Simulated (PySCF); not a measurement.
# UTPSSh/cc-pVDZ run of C2H6BFN (SMILES NB[CH]CF)

Aim: the vertical ionisation energy of C2H6BFN at UTPSSh/cc-pVDZ, from 2 runs. Input form: a Python script.

Program for the calculation: PySCF 2.14.0.

### Step 1. The system as given

C2H6BFN: 11 atoms, total charge 0, spin state doublet. As SMILES, `NB[CH]CF`. The shape is that of a GFN2-xTB optimisation. This is one conformer, not always the lowest.

Bond lengths: N1–B2 1.399 Å, B2–C3 1.519 Å, C3–C4 1.476 Å, C4–F5 1.373 Å, N1–H6 1.005 Å, N1–H7 1.006 Å, B2–H8 1.170 Å, C3–H9 1.084 Å, C4–H10 1.103 Å, C4–H11 1.103 Å. Some angles: N1–B2–C3 118.1°, B2–C3–C4 126.8°, C3–C4–F5 113.7°, N1–B2–H8 118.9°, C3–B2–H8 122.9°, B2–N1–H6 123.7°, B2–N1–H7 123.2°, B2–C3–H9 121.8°, C4–C3–H9 111.5°, C3–C4–H10 111.6°.

### Step 2. A single-point energy at UTPSSh/cc-pVDZ

job.py

```python
from pyscf import gto, dft

system = gto.M(
    atom='''
N     -3.723479    -0.602785     1.367538
B     -1.384867    -1.199428     0.286331
C      0.548285     0.902722    -0.004195
C      3.101702     0.681586    -1.104469
F      3.662648    -1.698618    -1.973176
H     -5.111104    -1.869506     1.639205
H     -4.184893     1.146081     1.953315
H     -1.000704    -3.281453    -0.349524
H      0.165011     2.813953     0.624328
H      3.349105     1.961007    -2.731372
H      4.578277     1.146421     0.292019
''',
    unit='bohr',
    max_memory=1860,
    charge=0,
    verbose=4,
    spin=1,
    basis='cc-pvdz',
)

ks = dft.UKS(system)
ks.xc = 'tpssh'
ks.grids.level = 5
ks.conv_tol = 1e-10
ks.kernel()
if not ks.converged:
    ks = ks.newton().run(ks.mo_coeff, ks.mo_occ)

e_tot = ks.e_tot
print('E = %.10f Eh' % e_tot)
```

Run with:

```sh
$ OMP_NUM_THREADS=1 python job.py
```

Standard output:

```text
PySCF version 2.14.0

[... 112 lines left out ...]
converged SCF energy = -259.279642931358  <S^2> = 0.75601821  2S+1 = 2.0060092
E = -259.2796429314 Eh
```

Run time: 2.1 min. Hardware: 1 thread of Arm Neoverse V2, shared host; peak memory 0.59 GiB.

### Step 3. The singlet cation

run.py

```python
from pyscf import gto, dft

mol = gto.Mole()
mol.atom = '''
N       -1.970380      -0.318980       0.723670
B       -0.732840      -0.634710       0.151520
C        0.290140       0.477700      -0.002220
C        1.641350       0.360680      -0.584460
F        1.938190      -0.898870      -1.044160
H       -2.704680      -0.989300       0.867430
H       -2.214550       0.606480       1.033650
H       -0.529550      -1.736470      -0.184960
H        0.087320       1.489080       0.330380
H        1.772270       1.037720      -1.445380
H        2.422720       0.606660       0.154530
'''
mol.max_memory = 1860
mol.verbose = 3
mol.basis = 'cc-pvdz'
mol.charge = 1
mol.build()

mf = dft.RKS(mol)
mf.xc = 'tpssh'
mf.conv_tol = 1e-10
mf.grids.level = 5
mf.kernel()
if not mf.converged:
    mf = mf.newton().run(mf.mo_coeff, mf.mo_occ)

etot = mf.e_tot
print('E = %.10f Eh' % etot)
```

Run with:

```sh
$ OMP_NUM_THREADS=1 python run.py
```

Standard output:

```text
converged SCF energy = -258.979971824534
E = -258.9799718245 Eh
```

It took 60 s on 1 thread of Arm Neoverse V2, shared host; peak memory 0.56 GiB.

### Step 4. Results

Level: UTPSSh/cc-pVDZ.

| quantity | value |
| --- | --- |
| doublet C2H6BFN: total energy | -259.27964 Eh |
| doublet C2H6BFN: dipole moment | 3.09 D |
| doublet C2H6BFN: HOMO energy (highest over α and β) | -5.38 eV |
| doublet C2H6BFN: LUMO energy (lowest over α and β) | -2.53 eV |
| doublet C2H6BFN: ⟨S²⟩ | 0.756 |
| singlet cation: total energy | -258.97997 Eh |
| singlet cation: HOMO energy | -13.92 eV |
| singlet cation: LUMO energy | -10.78 eV |
| singlet cation: HOMO–LUMO gap | 3.13 eV |
| vertical ionisation energy (to the singlet cation) | 8.154 eV |

In words: The vertical ionisation energy comes to 8.15 eV (787 kJ/mol). Only the singlet of the ionised species was computed; a triplet could lie lower.
